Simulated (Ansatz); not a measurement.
# Cd: response to strain

Cd is deformed so: zz strain of -2 %. What stress and forces result, by LAPW, PAW and all-electron datasets made for the crystal?

Computed with Ansatz 0.2.0 (DFT PBEsol, scalar-relativistic, unless a step's input says otherwise).

## (1) The structure to begin with

The structure is hexagonal, space group P6_3/mmc (No. 194). The conventional cell has a = 2.979 Å, b = 2.979 Å, c = 5.618 Å, α = 90.00°, β = 90.00°, γ = 120.00°. Cd (site symmetry -6m2) is surrounded by 12 Cd at 2.98 to 3.29 Å.

Structure file:

```
Cd
1.0
     2.97887    0.00000    0.00000
    -1.48944    2.57978    0.00000
     0.00000    0.00000    5.61765
Cd
2
Direct
  0.33333 0.66667 0.25000
  0.66667 0.33333 0.75000
```

Atoms are numbered in the order of the input: Cd1, Cd2.

## (2) After the deformation

Space group P6_3/mmc before, P6_3/mmc after.

## (3) LAPW, all electrons

input.yaml reads:

```yaml
crystal:
  lattice:
    - [2.9788725081, 0.0, 0.0]
    - [-1.489436254, 2.5797792666, 0.0]
    - [0.0, 0.0, 5.505297]
  atoms:
    - { symbol: Cd, position: [0.3333333333, 0.6666666667, 0.25] }
    - { symbol: Cd, position: [0.6666666667, 0.3333333333, 0.75] }
kpoints:
  mp_grid: { grid: [14, 14, 7] }
  band_path:
    path:
      - [0.0, 0.0, 0.0]
      - [0.5, 0.0, 0.0]
      - [0.3333333333, 0.3333333333, 0.0]
      - [0.0, 0.0, 0.0]
      - [0.0, 0.0, 0.5]
      - [0.5, 0.0, 0.5]
      - [0.3333333333, 0.3333333333, 0.5]
      - [0.0, 0.0, 0.5]
      - [0.5, 0.0, 0.5]
    npoints: 5
scf:
  occupations: { method: fermi_dirac, width: 0.05 }
hamiltonian:
  xc: pbesol
  pseudopotentials: { kind: all_electron, lapw: { basis_error: 0.00025 } }
output:
  forces: true
  stress: true
  eigenvalues: true
```

The run is started by

```bash
ansatz run input.yaml --threads 1 --pin off --max-ram 3072MiB --backend cpu --events-out ev --progress --plain --runs-dir out
```

## (4) PAW with frozen cores

input.yaml reads:

```yaml
crystal:
  lattice:
    - [2.9788725081, 0.0, 0.0]
    - [-1.489436254, 2.5797792666, 0.0]
    - [0.0, 0.0, 5.505297]
  atoms:
    - { symbol: Cd, position: [0.3333333333, 0.6666666667, 0.25] }
    - { symbol: Cd, position: [0.6666666667, 0.3333333333, 0.75] }
kpoints:
  mp_grid: { grid: [14, 14, 7] }
scf:
  occupations: { method: fermi_dirac, width: 0.05 }
hamiltonian:
  xc: pbesol
  pseudopotentials: { kind: paw }
output:
  forces: true
  stress: true
  eigenvalues: true
  efg: { contact_densities: true }
```

## (5) All-electron PAW on datasets made for the crystal

input.yaml: that of step 4 with these lines changed.

```diff
@@ -14,3 +14,3 @@
   xc: pbesol
-  pseudopotentials: { kind: paw }
+  pseudopotentials: { kind: all_electron, datasets: crystal }
 output:
```

(Steps that only read results are left out.)

**Question.** What will these runs give? Wanted: pressure; largest shear or deviatoric stress.

As calculated:

```
                                 quantity                                              value
                                 pressure  LAPW -0.66, PAW -0.65, crystal datasets -0.66 GPa
largest shear or deviatoric stress (LAPW)                                           0.12 GPa
```

What this shows: The largest part of the stress beyond the pressure is 0.12 GPa in size, in the zz component; the atoms are carried along and not relaxed. No run of the undeformed cell stands beside it, so the pressure holds what the given cell had before the change. PAW: stress within 0.01 GPa of LAPW. Crystal datasets: stress within 0.01 GPa of LAPW.
